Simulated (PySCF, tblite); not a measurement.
# C₄H₉BF₂O: geometry, infrared bands, NMR shifts, spin-spin couplings, electronic excitations and core binding energies

Wanted: the infrared bands, NMR shifts, spin-spin couplings, electronic excitations and core binding energies of C₄H₉BF₂O (`CC(C)OCB(F)F`), by calculation.

Programs: tblite 0.8.0 and PySCF 2.14.0, with density-fitted response routines of our own. Each step states its level of theory. These are calculated values for one molecule in the gas phase, unless marked as measured. Atoms are numbered from 0 throughout.

## 1. The molecule as given

17 atoms, charge 0, multiplicity 1; geometry from: force field or distance geometry start.

Bonds of the start (Å): C0–C1 1.52, C1–C2 1.52, C1–O3 1.37, O3–C4 1.37, C4–B5 1.55, B5–F6 1.46, B5–F7 1.47, C0–H8 1.13, C0–H9 1.10, C0–H10 1.09, C1–H11 1.11, C2–H12 1.14, C2–H13 1.12, C2–H14 1.07, C4–H15 1.12, C4–H16 1.13.

## 2. Relaxing the molecule with GFN2-xTB

The job: settings as JSON, then the geometry in Å.

```
{"job": {"kind": "relax", "xc": "GFN2-xTB", "basis": "xTB"}, "charge": 0, "multiplicity": 1}
C     -1.517600     0.899400    -0.902300
C     -0.498200     0.200100    -0.023600
C     -1.335200    -0.432600     1.076700
O      0.228500    -0.736300    -0.717600
C      1.580700    -0.545900    -0.790600
B      2.358300    -0.488100     0.552900
F      1.702600    -0.820500     1.812500
F      3.602200     0.298100     0.652600
H     -2.353500     1.307500    -0.260600
H     -1.940700     0.176900    -1.620500
H     -1.050400     1.741300    -1.410000
H      0.106100     1.022700     0.407400
H     -2.335600    -0.729500     0.624100
H     -1.511500     0.386200     1.823600
H     -0.932000    -1.334600     1.500100
H      2.070100    -1.347600    -1.396400
H      1.819200     0.414900    -1.338000
```

Launch:

```bash
> OMP_NUM_THREADS=1 python probes_run.py task.json out
```

The driver reads the jobs from task.json and runs them one after another.

**Question.** This job is followed by: GFN2-xTB harmonic vibrations, gas phase; PBE0-D3(BJ)/def2-SVP geometry optimisation, gas phase; GIAO PBE0/pcSseg-1 NMR shielding, non-relativistic, gas phase; B3LYP/pcJ-1 indirect spin-spin coupling, non-relativistic, gas phase; TDDFT CAM-B3LYP/def2-SVPD, vertical, gas phase, core orbitals frozen in the response; GIAO KT3/pcSseg-1 NMR shielding, non-relativistic, gas phase; delta-SCF UKS SCAN, pcX-2 on the ionised atom, pcseg-1 elsewhere, spin-free X2C. What will the session give for the following? strongest single infrared mode (GFN2-xTB); zero-point energy (GFN2-xTB); point group; rotational constants (main isotopes); 13C shifts against TMS (PBE0/pcSseg-1, means over atoms taken as alike); 1H shifts against TMS (PBE0/pcSseg-1, means over atoms taken as alike); 17O shifts against H2O (PBE0/pcSseg-1); 11B shifts against BF3·OEt2 (PBE0/pcSseg-1); 19F shifts against CFCl3 (PBE0/pcSseg-1, means over atoms taken as alike); surface potential, 1st and 99th percentile; largest coupling of the table (B3LYP/pcJ-1); lowest singlet (CAM-B3LYP/def2-SVPD); brightest single state of those computed; lowest triplet; vertical ionisation energy (ΔSCF); C1s binding energies, SCAN/pcX-2; O1s binding energies, SCAN/pcX-2; F1s binding energies, SCAN/pcX-2; range of the shift of F6.

As calculated:

| quantity | value |
| --- | --- |
| strongest single infrared mode (GFN2-xTB) | 1289 cm⁻¹, 292 km/mol |
| zero-point energy (GFN2-xTB) | 82.9 kcal/mol |
| point group | C1 |
| rotational constants (main isotopes) | 3.65, 1.10, 0.97 GHz |
| 13C shifts against TMS (PBE0/pcSseg-1, means over atoms taken as alike) | 73.4, 53.7, 21.6 ppm |
| 1H shifts against TMS (PBE0/pcSseg-1, means over atoms taken as alike) | 3.45, 2.94, 1.08 ppm |
| 17O shifts against H2O (PBE0/pcSseg-1) | 33.7 ppm |
| 11B shifts against BF3·OEt2 (PBE0/pcSseg-1) | 29.9 ppm |
| 19F shifts against CFCl3 (PBE0/pcSseg-1, means over atoms taken as alike) | -66.8 ppm |
| surface potential, 1st and 99th percentile | -1.34 V and 1.73 V |
| largest coupling of the table (B3LYP/pcJ-1) | 2J(F,F) F6–F7, -219.7 Hz |
| lowest singlet (CAM-B3LYP/def2-SVPD) | 6.67 eV (186 nm), f = 0.008 |
| brightest single state of those computed | state 6, 8.37 eV, f = 0.041 |
| lowest triplet | 6.19 eV |
| vertical ionisation energy (ΔSCF) | 9.78 eV |
| C1s binding energies, SCAN/pcX-2 | C4 292.14, C1 292.11, C0 290.66 eV |
| O1s binding energies, SCAN/pcX-2 | O3 538.28 eV |
| F1s binding energies, SCAN/pcX-2 | F6 693.59 eV |
| range of the shift of F6 | -89.9 to -66.8 ppm |

Over 122 steps the energy fell by 1.300 eV; of the close pairs, B5–F7 changed most, 1.475 to 1.319 Å (GFN2-xTB). No mode is imaginary among the 45: a minimum at this level. The strongest single mode, at 1289 cm⁻¹, moves mainly B5. Unscaled tight-binding wavenumbers are off by several per cent, some by more. Its intensities can rank the bands wrongly. The optimisation took 12 steps and gained 0.144 eV; among the close pairs (by a distance rule), C4–H15 changed most, from 1.073 to 1.106 Å (PBE0/def2-SVP). No frequency check was run at this level, so the end point may be a saddle. At PBE0/pcSseg-1: The largest span, 321 ppm, is at F6, F7, where the paramagnetic term is -224 ppm. In the run at B3LYP/pcJ-1, the largest coupling of the table is F6–F7, -219.7 Hz, of which the Fermi-contact term gives 28.2 Hz. Couplings across rotatable bonds belong to this one conformer; where others are populated, the observed values are averages. Density functionals describe couplings to fluorine poorly, F–F couplings above all, so those rows are rough. The C1s levels kept as sound span 1.48 eV, from C0 (methyl carbon) up to C4 (sp3 CH2 bonded to B and O). Across the 2 runs the shift of F6 (with its like atoms) moves most, between -89.9 (KT3/pcSseg-1) and -66.8 ppm (PBE0/pcSseg-1). Most of that comes from the computed reference, not from the atom's own shielding.
